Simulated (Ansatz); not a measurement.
The system is GaB.

```
Ga B
1.0
     2.71824    0.00000    0.00000
     0.00000    2.71824    0.00000
     0.00000    0.00000    3.23621
Ga B
1 1
Direct
  0.50000 0.50000 0.50000
  0.00000 0.00000 0.00000
```

The cell was built by a generator and needn't be a form met in nature.

Base run:

```yaml
Program: Ansatz 0.2.0
Functional: BLYP
Potentials_or_basis: Ansatz PAW
Cutoff: "420 eV (not typed: the program's choice for these potentials)"
k_mesh: 10 × 10 × 8
Occupations: fermi-dirac, width 0.05 eV
Spin: no spin polarisation
```

Its results: band gap on the k mesh none (metal or under the smearing width); pressure 8.0 GPa.

Q: After a change of settings the same cell gave: band gap on the k mesh none (metal or under the smearing width); pressure 2.4 GPa. Which change was it?
A. functional from BLYP to r2SCAN; cutoff from 420 eV (not typed: the program's choice for these potentials) to 500 eV (not typed: the program's choice for these potentials)
B. functional from BLYP to PBEsol
C. functional from BLYP to RPBE
D. functional from BLYP to r2SCAN; cutoff from 420 eV (not typed: the program's choice for these potentials) to 500 eV (not typed: the program's choice for these potentials); k mesh from 10 × 10 × 8 to 7 × 7 × 6

A: C.

Caveats: the PAW data sets come from PBE, with cores solved anew for the run's functional, which leaves a small shift of forces and pressure.

Runs at the PBE level aren't shown here.
